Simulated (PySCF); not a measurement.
# BeCl at other levels of theory

Aim: see what other levels and later steps give for BeCl.

Program: PySCF 2.14.0. Level of theory: each script names its method and basis. These are calculated values, not measurements.

1 further run of the same task is left out (it didn't finish).

## 1. Starting geometry

BeCl: 2 atoms, charge 0, spin multiplicity 2.

Bond lengths: Be1–Cl2 1.705 Å.

## 2. Base script

Contents of input.py:

```python
from pyscf import gto, scf

mol = gto.M(
    atom='Be 0 0 0; Cl 0 0 1.705',
    basis='6-31g',
    charge=0,
    spin=1,
    verbose=3,
)
mf = scf.UHF(mol)
mf.kernel()
mf.stability(internal=True, external=True)
mf.dip_moment()
print('orbital energies (hartree):', [e[max(0, n-3):n+3].round(4) for e, n in zip(mf.mo_energy, mol.nelec)])
```

Started as:

```console
$ OMP_NUM_THREADS=1 python input.py
```

## 3. Geometry optimisation

Edit 1 changes step after the SCF: stability → optimize.

Contents of input.py:

```python
from pyscf import gto, scf
from pyscf.geomopt.geometric_solver import optimize

mol = gto.M(
    atom='Be 0 0 0; Cl 0 0 1.705',
    basis='6-31g',
    charge=0,
    spin=1,
    verbose=3,
)
mf = scf.UHF(mol)
mf.kernel()
mol_eq = optimize(mf, maxsteps=30)
print('optimised geometry (angstrom)')
print(mol_eq.tostring('raw'))
print('orbital energies (hartree):', [e[max(0, n-3):n+3].round(4) for e, n in zip(mf.mo_energy, mol.nelec)])
```

## 4. CCSD(T)

Edit 2 changes step after the SCF: stability → ccsd(t); frozen orbitals: none → 5.

input.py, as its differences from that of step 2:

```diff
@@ -1,2 +1,2 @@
-from pyscf import gto, scf
+from pyscf import gto, scf, cc
 
@@ -11,3 +11,5 @@
 mf.kernel()
-mf.stability(internal=True, external=True)
+mycc = cc.CCSD(mf, frozen=5)
+mycc.kernel()
+mycc.ccsd_t()
 mf.dip_moment()
```

## 5. MP2

Edit 3 changes step after the SCF: stability → mp2; frozen orbitals: none → 5.

input.py, as its differences from that of step 2:

```diff
@@ -1,2 +1,2 @@
-from pyscf import gto, scf
+from pyscf import gto, scf, mp
 
@@ -11,3 +11,3 @@
 mf.kernel()
-mf.stability(internal=True, external=True)
+mp.MP2(mf, frozen=5).kernel()
 mf.dip_moment()
```

## 6. NEVPT2 (ROHF)

Edit 4 changes step after the SCF: stability → nevpt2; SCF type: UHF → ROHF; active space: none → 1 electrons in 2 orbitals.

Contents of input.py:

```python
from pyscf import gto, scf, mcscf, mrpt

mol = gto.M(
    atom='Be 0 0 0; Cl 0 0 1.705',
    basis='6-31g',
    charge=0,
    spin=1,
    verbose=3,
)
mf = scf.ROHF(mol)
mf.kernel()
mc = mcscf.CASSCF(mf, 2, 1)
mc.kernel()
mc.analyze()
mrpt.NEVPT(mc).kernel()
mf.dip_moment()
print('orbital energies (hartree):', mf.mo_energy[..., max(0, mol.nelec[1]-3):mol.nelec[0]+3].round(4))
```

## 7. TDA

Edit 5 changes step after the SCF: stability → tda; number of roots: none → 6.

input.py, as its differences from that of step 2:

```diff
@@ -1,2 +1,2 @@
-from pyscf import gto, scf
+from pyscf import gto, scf, tdscf
 
@@ -11,3 +11,6 @@
 mf.kernel()
-mf.stability(internal=True, external=True)
+td = tdscf.TDA(mf)
+td.nstates = 6
+td.kernel()
+td.analyze()
 mf.dip_moment()
```

## 8. M062x (UKS)

Edit 6 changes functional: none (Hartree–Fock) → m062x; SCF type: UHF → UKS; step after the SCF: stability → analyze.

Contents of input.py:

```python
from pyscf import gto, dft

mol = gto.M(
    atom='Be 0 0 0; Cl 0 0 1.705',
    basis='6-31g',
    charge=0,
    spin=1,
    verbose=3,
)
mf = dft.UKS(mol, xc='m062x')
mf.kernel()
mf.analyze()
print('orbital energies (hartree):', [e[max(0, n-3):n+3].round(4) for e, n in zip(mf.mo_energy, mol.nelec)])
```

What does the calculation give? Wanted: for each run, E(SCF); from base; gap, α spin; SCF dipole; after the SCF.

**Answer**, as computed:

```
                  run  E(SCF) (hartree)  from base (eV)  gap, α spin (eV)  SCF dipole (D)                                                                 after the SCF
                 base       -474.119467               0             11.20            1.43                                                                        stable
geometry optimisation       -474.119467          0.0000             11.20             n/a                                                       bond 1.864 Å, -0.268 eV
              CCSD(T)       -474.119467          0.0000             11.20            1.43                                    CCSD(T) correlation -1.712 eV, core frozen
                  MP2       -474.119467          0.0000             11.20            1.43                                        MP2 correlation -1.441 eV, core frozen
        NEVPT2 (ROHF)       -474.119039         +0.0116               n/a            1.45  NEVPT2 correlation -1.521 eV (from the SCF energy, the CASSCF gain included)
                  TDA       -474.119467          0.0000             11.20            1.43                                                     lowest root found 3.85 eV
          m062x (UKS)       -474.885864  not comparable              7.02            1.16                                                                           n/a
```

SCF columns refer to the geometry typed in the script.

In words: On the same reference and core, CCSD(T) gains 1.71 eV in 1 s; MP2 reaches 84 % of that in 0.75 s. A lower total energy from another functional means nothing by itself.
